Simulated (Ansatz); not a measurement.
I need a single point in a Gaussian basis of C2H7BO, SMILES CB(C)O. Use Ansatz 0.2.0, Python API. Settings: wB97X-V, cc-pVDZ basis, multiplicity 1.

```xyz
11

C    -0.0456    1.2460   -0.6030
B    -0.1030   -0.2680   -0.2947
C     0.5374   -0.8015    1.0290
O    -0.6366   -1.1920   -1.2368
H    -0.5970    1.4703   -1.6028
H    -0.6314    1.8526    0.1867
H     0.9795    1.6567   -0.6672
H     0.5132   -1.8903    1.0879
H     1.6489   -0.5107    1.0985
H     0.0649   -0.3493    1.9432
H    -1.6649   -1.2708   -0.9202
```

`run_energy.py`:
```python
'''Electronic structure of the C2H7BO molecule.'''

from pathlib import Path
import warnings

import ansatz
import numpy as np

GEOMETRY = '''
C    -0.04560    1.24600   -0.60300
B    -0.10300   -0.26800   -0.29470
C     0.53740   -0.80150    1.02900
O    -0.63660   -1.19200   -1.23680
H    -0.59700    1.47030   -1.60280
H    -0.63140    1.85260    0.18670
H     0.97950    1.65670   -0.66720
H     0.51320   -1.89030    1.08790
H     1.64890   -0.51070    1.09850
H     0.06490   -0.34930    1.94320
H    -1.66490   -1.27080   -0.92020
'''


def main() -> None:
    warnings.simplefilter('ignore', ansatz.DeckWarning)

    system = ansatz.Crystal.molecule()
    for line in GEOMETRY.strip().splitlines():
        symbol, *xyz = line.split()
        system = system.atom(symbol, [float(v) for v in xyz])

    model = system.calculation()
    model = model.basis(gaussian='cc-pVDZ')
    model = model.functional(ansatz.LibraryFunctional('wB97X-V'))
    model = model.forces().orbitals()
    done = model.run(threads=1, runs_dir='runs')
    summary = done.report

    for key in ('converged', 'free_energy_ev', 'reference_energy_ev', 'n_frozen', 'n_occupied', 'n_virtual'):
        print(f'{key:22s} {summary[key]}')

    symbols = [site.symbol for site in system.cartesian_sites]
    forces = np.array(summary['forces_ev_ang'])
    print('largest force', round(float(np.linalg.norm(forces, axis=1).max()), 4), 'eV/A, rms', round(float(np.sqrt((forces ** 2).mean())), 4))

    charges = summary['charge_distribution']
    dipole = np.array(charges['dipole_moment_e_ang']) * 4.803205
    print('dipole (D): {:.3f} {:.3f} {:.3f}, length {:.3f}'.format(*dipole, np.linalg.norm(dipole)))
    print('atom  Mulliken   Lowdin')
    for symbol, m, l in zip(symbols, charges['mulliken_charges_e'], charges['lowdin_charges_e']):
        print(f'{symbol:4s} {m:9.3f} {l:8.3f}')

    lines = Path(summary['orbitals_path']).read_text().splitlines()
    field_of = lambda key: [line.split('=')[1].strip() for line in lines if line.startswith(key)]
    orbitals = [(27.211386 * float(e), s, float(n)) for e, s, n in zip(field_of('Ene='), field_of('Spin='), field_of('Occup='))]
    homo = max(e for e, _, n in orbitals if n > 0.5)
    lumo = min(e for e, _, n in orbitals if n < 0.5)
    print(f'HOMO {homo:.3f} eV, LUMO {lumo:.3f} eV, gap {lumo - homo:.3f} eV')


if __name__ == '__main__':
    main()
```

```console
$ python run_energy.py
converged              True
free_energy_ev         -4911.135989629795
reference_energy_ev    -4911.135989629795
n_frozen               0
n_occupied             [16, 16]
n_virtual              [75, 75]
largest force 4.1218 eV/A, rms 1.2512
dipole (D): -1.089 0.561 1.113, length 1.654
atom  Mulliken   Lowdin
C       -0.124    0.023
B       -0.002   -0.738
C       -0.112    0.026
O       -0.210    0.302
H        0.038    0.048
H        0.045    0.060
H        0.050    0.045
H        0.032    0.023
H        0.045    0.061
H        0.040    0.048
H        0.198    0.101
HOMO -9.868 eV, LUMO 2.236 eV, gap 12.104 eV
```

Notes:
- Total energies depend on the basis set; only differences at equal settings carry meaning.
- The geometry is a force-field or estimated start, not a minimum of this method, and the basis set is short of its limit.
- The Löwdin charges here are taken after orthogonalising the functions within each atom; they differ from plain Löwdin charges, and their signs can be unphysical.
- Levels such as HOMO and LUMO are orbital energies: with these approximate functionals they aren't the ionisation energy and electron affinity, and their gap isn't the fundamental gap.
- It ran for 11 s on 1 thread of Intel(R) Xeon(R) Platinum 8375C CPU @ 2.90GHz (Ice Lake), on a shared host, peak memory 0.29 GiB.

(Lines on the test bed's own set-up are left out of the output.)
